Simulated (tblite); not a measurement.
# GeH8O4Si3: the cost of one run

Programs: tblite 0.8.0 and PySCF 2.14.0. All values are calculated, for the isolated system unless a continuum is named. Atoms count from 0, parts from 1.

## Step 1: Starting point

16 atoms, charge 0, multiplicity 1; geometry: distance geometry start.

## Step 2: Geometry optimisation with GFN2-xTB

The job: settings as JSON, then the geometry in Å.

```
{"job": {"kind": "relax", "xc": "GFN2-xTB", "basis": "xTB"}, "charge": 0, "multiplicity": 1}
O     -0.562190     0.556321    -0.280714
Si    -2.114529    -0.097452     0.336611
O     -2.002073    -0.302700     2.087681
Si    -0.535876    -0.735191     2.982410
O      0.829069    -0.823493     1.842894
Si     1.014629     0.218115     0.427699
O      2.020130    -0.590983    -0.776807
Ge     1.991946     2.213926     1.052677
H     -2.370659    -1.352757    -0.278923
H     -3.167463     0.812789     0.040568
H     -0.736361    -2.045743     3.568668
H     -0.274294     0.187775     3.989315
H      1.969813    -0.447733    -1.732787
H      3.381876     2.298976     0.405116
H      2.141962     2.244497     2.530746
H      1.145068     3.360211     0.598931
```

Method: GFN2-xTB geometry optimisation, gas phase.

Started as:

```bash
> OMP_NUM_THREADS=1 python cluster_run.py task.json out
```

This one command runs all jobs of the session in turn.

Q: Estimate the wall time of this first job on 1 thread of Arm Neoverse V1, shared host.

About 5 s.
